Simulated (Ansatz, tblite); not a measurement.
# In4N4 zinc blende hole disc (In₄N₄H₁₆): one state, many levels

Aim: run the singlet of In4N4 zinc blende hole disc (In₄N₄H₁₆) at one geometry on many levels, and compare frontier levels, spin and run time.

The runs use Ansatz 0.2.0, Gaussian basis; as each input shows.

Levels to be run: GFN1-xTB, GFN2-xTB, PBE-D4/def2-TZVP, r2SCAN-D4/def2-TZVP, ωB97X-V/def2-TZVP, B2PLYP/def2-TZVP, PBE-QIDH/def2-TZVP, PBE-D4/def2-SVP, PBE0-D4/def2-SVP, CCSD(T)/def2-SVP, MP2/def2-TZVP, RPA/def2-TZVP.

2 further runs of the same task are left out: 2 set aside as unsound or not needed.

### Step 1. The geometry

The singlet was relaxed beforehand with r2SCAN-D4/def2-SVP.

24 atoms, charge 0, spin multiplicity 1.

Bond lengths: N1–In5 2.235 Å, N1–In7 2.235 Å, N1–H9 1.026 Å, N1–H10 1.024 Å, N2–In6 2.235 Å, N2–In8 2.235 Å, N2–H11 1.026 Å, N2–H12 1.024 Å, N3–In5 2.235 Å, N3–In6 2.235 Å, N3–H13 1.026 Å, N3–H14 1.024 Å, N4–In7 2.235 Å, N4–In8 2.235 Å, N4–H15 1.024 Å, N4–H16 1.026 Å, In5–H17 1.728 Å, In5–H18 1.727 Å and more. Angles: In5–N1–In7 121.5°, In5–N1–H9 104.4°, In5–N1–H10 110.7°, In7–N1–H9 104.5°, In7–N1–H10 110.7°, H9–N1–H10 103.0°, In6–N2–In8 121.7°, In6–N2–H11 104.3°, In6–N2–H12 110.8°, In8–N2–H11 104.3°, In8–N2–H12 110.7°, H11–N2–H12 103.0°, In5–N3–In6 121.7°, In5–N3–H13 104.2°, In5–N3–H14 110.8°, In6–N3–H13 104.2°, In6–N3–H14 110.8°, H13–N3–H14 103.0° and more.

Coordinates:

```xyz
24
H16In4N4
N    -1.3190    1.3107   -1.0877
N     1.3261   -1.3136   -1.0873
N    -1.3165   -1.3244    1.0896
N     1.3077    1.3202    1.0855
In   -2.7580    0.0000    0.0104
In    0.0074   -2.7561   -0.0031
In   -0.0045    2.7609   -0.0088
In    2.7593    0.0121    0.0014
H    -1.9120    1.8971   -1.6858
H    -0.7775    0.7653   -1.7644
H     1.9246   -1.9083   -1.6716
H     0.7902   -0.7790   -1.7770
H    -1.9124   -1.9256    1.6700
H    -0.7826   -0.7926    1.7829
H     0.7618    0.7745    1.7585
H     1.8928    1.9105    1.6875
H    -3.4932   -1.0278   -1.1676
H    -3.4677    1.0332    1.1990
H    -1.0194   -3.4777   -1.1902
H     1.0385   -3.4790    1.1796
H     1.0265    3.4771   -1.1956
H    -1.0357    3.4901    1.1698
H     3.4777    1.0458   -1.1817
H     3.4861   -1.0133    1.1867
```

In takes a core potential in the def2 sets. No spin-orbit coupling is included.

PBE0-D4/def2-TZVP was run before; its log isn't repeated, and its numbers join the tables.

### Step 2. GFN1-xTB

Tight binding, by tblite at 300 K electronic temperature and without a spin-polarisation term:

```python
tblite.interface.Calculator('GFN1-xTB', numbers, positions, charge=0, uhf=0).singlepoint()
```

Energy -751.5685 eV, HOMO -9.93 eV, LUMO -5.09 eV; 0.024 s.

### Step 3. GFN2-xTB

Tight binding, by tblite at 300 K electronic temperature and without a spin-polarisation term:

```python
tblite.interface.Calculator('GFN2-xTB', numbers, positions, charge=0, uhf=0).singlepoint()
```

Energy -671.4612 eV, HOMO -11.18 eV, LUMO -6.36 eV; 0.016 s.

### Step 4. PBE-D4/def2-TZVP

start.molden holds the orbitals of an earlier run on this state, given as this run's starting guess.

in.yaml

```yaml
crystal:
  periodic: [false, false, false]
  atoms:
    - {symbol: N, position_ang: [-1.319034, 1.310682, -1.087728]}
    - {symbol: N, position_ang: [1.326102, -1.313586, -1.087321]}
    - {symbol: N, position_ang: [-1.316542, -1.324409, 1.089631]}
    - {symbol: N, position_ang: [1.307696, 1.320203, 1.085495]}
    - {symbol: In, position_ang: [-2.758028, -0.000009, 0.010375]}
    - {symbol: In, position_ang: [0.007429, -2.756092, -0.003055]}
    - {symbol: In, position_ang: [-0.004471, 2.760880, -0.008831]}
    - {symbol: In, position_ang: [2.759348, 0.012091, 0.001407]}
    - {symbol: H, position_ang: [-1.911991, 1.897105, -1.685828]}
    - {symbol: H, position_ang: [-0.777486, 0.765265, -1.764402]}
    - {symbol: H, position_ang: [1.924611, -1.908281, -1.671597]}
    - {symbol: H, position_ang: [0.790161, -0.779014, -1.776981]}
    - {symbol: H, position_ang: [-1.912385, -1.925642, 1.669967]}
    - {symbol: H, position_ang: [-0.782577, -0.792566, 1.782939]}
    - {symbol: H, position_ang: [0.761772, 0.774544, 1.758466]}
    - {symbol: H, position_ang: [1.892831, 1.910508, 1.687470]}
    - {symbol: H, position_ang: [-3.493242, -1.027785, -1.167596]}
    - {symbol: H, position_ang: [-3.467694, 1.033213, 1.199041]}
    - {symbol: H, position_ang: [-1.019421, -3.477709, -1.190161]}
    - {symbol: H, position_ang: [1.038451, -3.479025, 1.179596]}
    - {symbol: H, position_ang: [1.026460, 3.477102, -1.195599]}
    - {symbol: H, position_ang: [-1.035713, 3.490090, 1.169753]}
    - {symbol: H, position_ang: [3.477664, 1.045751, -1.181697]}
    - {symbol: H, position_ang: [3.486069, -1.013328, 1.186655]}
basis:
  gaussian: {orbitals: def2-TZVP, fitting: {mean_field: def2-universal-jkfit}, initial_orbitals: start.molden}
hamiltonian: {xc: pbe, dispersion: d4}
scf: {omitted_lower_state_checks: [starts]}
output: {orbitals: {seedname: orbitals}}
```

On the command line:

```console
$ ansatz run in.yaml --threads 2 --pin off --events-out ev --progress --plain --max-ram 22528MiB --backend cuda --devices 0, --max-vram 18GiB
```

After this run come: r2SCAN-D4/def2-TZVP; ωB97X-V/def2-TZVP; B2PLYP/def2-TZVP; PBE-QIDH/def2-TZVP; PBE-D4/def2-SVP; PBE0-D4/def2-SVP; CCSD(T)/def2-SVP; MP2/def2-TZVP; RPA/def2-TZVP.

Q: Predict the results of all the runs planned. Wanted: gap in def2-TZVP, named functionals, smallest and largest; correlation energy, CCSD(T)/def2-SVP; correlation energy, MP2/def2-TZVP; binding an atom, CCSD(T)/def2-SVP; PBE0 total energy, smallest basis above largest.

**Answer**, as computed:

| quantity | value |
| --- | --- |
| gap in def2-TZVP, named functionals, smallest and largest | 4.75 eV (PBE-D4), 10.51 eV (ωB97X-V) |
| correlation energy, CCSD(T)/def2-SVP | -34.60 eV |
| correlation energy, MP2/def2-TZVP | -56.19 eV |
| binding an atom, CCSD(T)/def2-SVP | 2.638 eV |
| PBE0 total energy, smallest basis above largest | 7.99 eV (def2-SVP, def2-TZVP) |

Over the named functionals in def2-TZVP the gap runs from 4.75 eV (PBE-D4) to 10.51 eV (ωB97X-V); exact exchange widens it. The functionals in def2-TZVP miss CCSD(T)/def2-SVP by +0.135 (PBE0-D4) to +0.210 eV (ωB97X-V) an atom. The yardstick is in a double-zeta basis, so levels in larger sets aren't compared like for like. The reference is CCSD(T) in one finite basis, so it carries an error of its own, often a tenth of an eV or more, and near misses can't be ranked.
